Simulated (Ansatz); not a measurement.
# Cl2F3HSi2: basis-set convergence

An exercise on one series of results from a longer session: the logs are not shown, and one member is left open.

Method: one geometry, several basis sets; program: Ansatz 0.2.0, Gaussian basis.

The runs, in order: PBE0-D4/def2-SVP; ωB97M-V/def2-SVP; PBE0-D4/def2-QZVPP; ωB97M-V/def2-QZVPP; CCSD(T)/cc-pV(D+d)Z; CCSD(T)/cc-pV(T+d)Z; MP2/cc-pV(Q+d)Z; the functionals' def2-TZVPP values are taken from earlier runs.

## Structure used throughout

The geometry comes from an earlier relaxation with PBE0-D4 in a triple-zeta def2 set; it is a stationary point, not always the lowest conformer.

8 atoms, charge 0, spin multiplicity 1.

Atoms are counted from 1 here; the program's logs count them from 0.

Bond lengths: F1–Si2 1.578 Å, Si2–F3 1.576 Å, Si2–F4 1.578 Å, Si2–Si5 2.334 Å, Si5–Cl6 2.040 Å, Si5–Cl7 2.040 Å, Si5–H8 1.478 Å. Angles: F1–Si2–F3 107.9°, F1–Si2–F4 107.5°, F1–Si2–Si5 111.2°, F3–Si2–F4 107.9°, F3–Si2–Si5 111.1°, F4–Si2–Si5 111.2°, Si2–Si5–Cl6 107.8°, Si2–Si5–Cl7 107.8°, Si2–Si5–H8 113.3°, Cl6–Si5–Cl7 110.6°, Cl6–Si5–H8 108.7°, Cl7–Si5–H8 108.7°.

The first run:

File in.yaml:

```yaml
crystal:
  periodic: [false, false, false]
  atoms:
    - {symbol: F, position_ang: [0.671874, -1.093906, 1.925900]}
    - {symbol: Si, position_ang: [0.859506, -0.726712, 0.402624]}
    - {symbol: F, position_ang: [2.234477, 0.029156, 0.253046]}
    - {symbol: F, position_ang: [0.960268, -2.079427, -0.403838]}
    - {symbol: Si, position_ang: [-0.908657, 0.586037, -0.371590]}
    - {symbol: Cl, position_ang: [-0.937225, 2.304468, 0.728180]}
    - {symbol: Cl, position_ang: [-0.563625, 0.998463, -2.339882]}
    - {symbol: H, position_ang: [-2.224417, -0.075180, -0.250341]}
basis:
  gaussian: {orbitals: def2-SVP}
hamiltonian: {xc: pbe0, dispersion: d4}
output: {orbitals: {seedname: orbitals}}
```

Command:

```sh
> ansatz run in.yaml --threads 2 --pin off --events-out ev --progress --plain --max-ram 32768MiB --backend cpu
```

Steps of the session up to this table: PBE0-D4 in def2-SVP; ωB97M-V in def2-SVP; PBE0-D4 in def2-QZVPP; ωB97M-V in def2-QZVPP.

One of the session's tables, all rows but one given; the rest of the session is left out.

| functional | basis | HOMO (eV) |
| --- | --- | --- |
| PBE0-D4 | def2-SVP | -8.88 |
| PBE0-D4 | def2-TZVPP | -8.98 |
| PBE0-D4 | def2-QZVPP | -9.02 |
| ωB97M-V | def2-SVP | -10.92 |
| ωB97M-V | def2-TZVPP | -11.07 |
| ωB97M-V | def2-QZVPP | ? |

Q: Estimate the row for ωB97M-V, def2-QZVPP from the others.

The run gave: HOMO (eV): -11.11. In the column «HOMO (eV)» it is the lowest.
